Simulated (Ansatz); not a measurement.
# H6NSbSi: one species, many methods

Aim: compute H6NSbSi with functionals from several rungs and with coupled cluster, and see how far each lands from CCSD(T) at the basis-set limit for the atomisation energy.

Method: functionals in def2-TZVPP, the program's frozen cores in correlated methods; program: Ansatz 0.2.0, Gaussian basis.

Levels to be run: LDA (SPW92), PBE-D4, revPBE-D4, BLYP-D4, r2SCAN-D4, B97M-V, PBE0-D4, B3LYP-D4, r2SCANh-D4, r2SCAN0-D4, HSE06-D4, BHLYP-D4, CAM-B3LYP-D4, LC-ωPBE, ωB97X-V, ωB97M-V, B2PLYP, PBE-QIDH; CCSD(T)/def2-SVP; CCSD(T)/def2-TZVPP; MP2/def2-QZVPP; extrapolation to the limit; RPA on PBE.

**1. Structure used throughout**

An earlier PBE0-D4 in a triple-zeta def2 set relaxation fixed the geometry. Sb takes the def2 core potential; no spin-orbit term is included.

SMILES `[NH2][SbH][SiH3]`, 9 atoms, charge 0, spin multiplicity 1.

Atoms are counted from 1 here; the program's logs count them from 0.

Bond lengths: N1–Sb2 2.046 Å, N1–H4 1.012 Å, N1–H5 1.012 Å, Sb2–Si3 2.588 Å, Sb2–H6 1.711 Å, Si3–H7 1.489 Å, Si3–H8 1.490 Å, Si3–H9 1.489 Å. Angles: Sb2–N1–H4 110.7°, Sb2–N1–H5 113.7°, H4–N1–H5 107.9°, N1–Sb2–Si3 98.2°, N1–Sb2–H6 93.7°, Si3–Sb2–H6 90.0°, Sb2–Si3–H7 109.7°, Sb2–Si3–H8 110.4°, Sb2–Si3–H9 111.2°, H7–Si3–H8 108.1°, H7–Si3–H9 108.5°, H8–Si3–H9 108.9°.

**2. LDA**

This LDA is Slater exchange with PW92 correlation.

in.yaml

```yaml
crystal:
  periodic: [false, false, false]
  atoms:
    - {symbol: N, position_ang: [-0.047893, 0.620329, -1.934282]}
    - {symbol: Sb, position_ang: [1.099091, 0.995960, -0.282279]}
    - {symbol: Si, position_ang: [0.038665, -0.747715, 1.308754]}
    - {symbol: H, position_ang: [0.432534, -0.005784, -2.568289]}
    - {symbol: H, position_ang: [-0.950082, 0.214169, -1.720087]}
    - {symbol: H, position_ang: [0.035457, 2.193843, 0.320123]}
    - {symbol: H, position_ang: [0.618994, -2.091661, 1.038719]}
    - {symbol: H, position_ang: [-1.432430, -0.825300, 1.086466]}
    - {symbol: H, position_ang: [0.293964, -0.400243, 2.733775]}
basis:
  gaussian: {orbitals: def2-TZVPP}
hamiltonian: {xc: lda}
output: {orbitals: {seedname: orbitals}}
```

Run with:

```bash
ansatz run in.yaml --threads 2 --pin off --events-out ev --progress --plain --max-ram 4352MiB
```

After this run come: PBE-D4 (GGA); revPBE-D4 (GGA); BLYP-D4 (GGA); r2SCAN-D4 (meta-GGA); B97M-V (meta-GGA); PBE0-D4 (hybrid); B3LYP-D4 (hybrid); r2SCANh-D4 (hybrid); r2SCAN0-D4 (hybrid); HSE06-D4 (hybrid); BHLYP-D4 (hybrid); CAM-B3LYP-D4 (range-separated); LC-ωPBE (range-separated); ωB97X-V (range-separated); ωB97M-V (range-separated); B2PLYP (double hybrid); PBE-QIDH (double hybrid); CCSD(T) in def2-SVP; CCSD(T) in def2-TZVPP; MP2 in def2-QZVPP; RPA on PBE orbitals.

**Question.** What will the summary of the whole plan be? Wanted: atomisation energy, CCSD(T)/CBS; farthest beyond LDA; mean size of error, GGA; mean size of error, meta-GGA; mean size of error, hybrid; mean size of error, range-separated; mean size of error, double hybrid; gap, smallest and largest; T1 diagnostic.

As calculated:

| quantity | value |
| --- | --- |
| atomisation energy, CCSD(T)/CBS | 2489.7 kJ/mol |
| functionals within 24.9 kJ/mol (1.0 %) | PBE-D4, BLYP-D4, B97M-V, B3LYP-D4, CAM-B3LYP-D4, ωB97X-V, ωB97M-V |
| farthest beyond LDA | PBE-QIDH (-77.6 kJ/mol) |
| mean size of error, GGA | 20.8 kJ/mol |
| mean size of error, meta-GGA | 22.1 kJ/mol |
| mean size of error, hybrid | 45.9 kJ/mol |
| mean size of error, range-separated | 27.2 kJ/mol |
| mean size of error, double hybrid | 62.0 kJ/mol |
| gap, smallest and largest | 4.03 eV (LDA (SPW92)), 10.49 eV (LC-ωPBE) |
| T1 diagnostic | 0.0135 |
| triples share of the correlation energy | 3.3 % |

LDA overbinds by 331.7 kJ/mol (13 %). PBE-D4 misses by +3.9 kJ/mol. Double hybrids carry the basis error of their MP2 part in triple zeta, and no dispersion term here, so their miss is partly the set-up's. The rungs GGA, meta-GGA miss on average by less than the doubt on the reference (24.9 kJ/mol), so they tie. The reference freezes the cores and leaves out spin-orbit coupling and excitations past (T), and its outer-core shells are covered unevenly, so misses under about 24.9 kJ/mol can't be ranked. All levels share the lack of spin-orbit coupling, which lowers the free heavy atoms and so the true binding. Hartree-Fock recovers 67 % of the binding; the rest is correlation. CCSD(T) in def2-SVP is off by -259.3 kJ/mol, worse than the median functional, from the basis alone. The gap grows from 4.0 to 10.5 eV across the functionals, mostly with the share of exact exchange. Correlated methods include outer-core shells of Sb, which these sets cover unevenly.
